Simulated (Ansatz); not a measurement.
# AlGa3O6: the cost of one run

Computed with Ansatz 0.2.0 (DFT PBE, scalar-relativistic, plane waves, PAW, unless a step's input says otherwise).

### Step 1. The system as given

The structure is trigonal, space group R3 (No. 146). The conventional cell has a = 5.423 Å, b = 5.423 Å, c = 14.803 Å, α = 90.00°, β = 90.00°, γ = 120.00°. Al (site symmetry 3) has 6 O at 2.11 to 2.25 Å as nearest neighbours. Ga (site symmetry 3) has 6 O at 2.11 to 2.25 Å as nearest neighbours. Around O (site symmetry 1) lie 3 Ga at 2.11 to 2.25 Å and 1 Al at 2.25 Å. O (site symmetry 1) is surrounded by 3 Ga at 2.11 to 2.25 Å and 1 Al at 2.11 Å.

Coordinates:

```cif
data_structure
_symmetry_space_group_name_H-M 'P 1'
_symmetry_Int_Tables_number 1
_cell_length_a 5.8437
_cell_length_b 5.8437
_cell_length_c 5.8437
_cell_angle_alpha 55.287
_cell_angle_beta 55.287
_cell_angle_gamma 55.287
_cell_volume 125.65
loop_
_atom_site_label
_atom_site_type_symbol
_atom_site_fract_x
_atom_site_fract_y
_atom_site_fract_z
_atom_site_occupancy
Al1 Al 0.85216 0.85216 0.85216 1
Ga1 Ga 0.64784 0.64784 0.64784 1
Ga2 Ga 0.14784 0.14784 0.14784 1
Ga3 Ga 0.35216 0.35216 0.35216 1
O1 O 0.05668 0.44332 0.75000 1
O2 O 0.75000 0.05668 0.44332 1
O3 O 0.44332 0.75000 0.05668 1
O4 O 0.94332 0.55668 0.25000 1
O5 O 0.25000 0.94332 0.55668 1
O6 O 0.55668 0.25000 0.94332 1
```

The start is an ordering of an alloy on its end members' structure types: elements ordered on the sites of the Al2O3 type, Al/Ga on Al (R3, No. 146).

### Step 2. Probe: one point on a coarse mesh

input.yaml

```yaml
crystal:
  lattice:
    - [2.71125868, 1.56534593, 4.93427634]
    - [-2.71125868, 1.56534593, 4.93427634]
    - [0.0, -3.13069186, 4.93427634]
  atoms:
    - { symbol: Al, position: [0.85216001, 0.85216001, 0.85216001] }
    - { symbol: Ga, position: [0.64783999, 0.64783999, 0.64783999] }
    - { symbol: Ga, position: [0.14783999, 0.14783999, 0.14783999] }
    - { symbol: Ga, position: [0.35216001, 0.35216001, 0.35216001] }
    - { symbol: O, position: [0.05668002, 0.44331998, 0.75] }
    - { symbol: O, position: [0.75, 0.05668002, 0.44331998] }
    - { symbol: O, position: [0.44331998, 0.75, 0.05668002] }
    - { symbol: O, position: [0.94331998, 0.55668002, 0.25] }
    - { symbol: O, position: [0.25, 0.94331998, 0.55668002] }
    - { symbol: O, position: [0.55668002, 0.25, 0.94331998] }
basis:
  ecutwfc: 420
kpoints:
  mp_grid: { grid: [6, 6, 6] }
hamiltonian:
  xc: pbe
scf:
  occupations: { method: gaussian, width: 0.1 }
  lower_state_search: "off"
output:
  forces: true
  stress: true
  eigenvalues: true
```

Command:

```bash
> ansatz run input.yaml --threads 4 --pin off --max-ram 8192MiB --backend cpu --events-out ev --progress --plain --runs-dir out
```

What time and memory should one allow on 4 threads of Intel Xeon at 2.70GHz, shared host?

About 5.1 s, with a peak of 0.55 GiB.
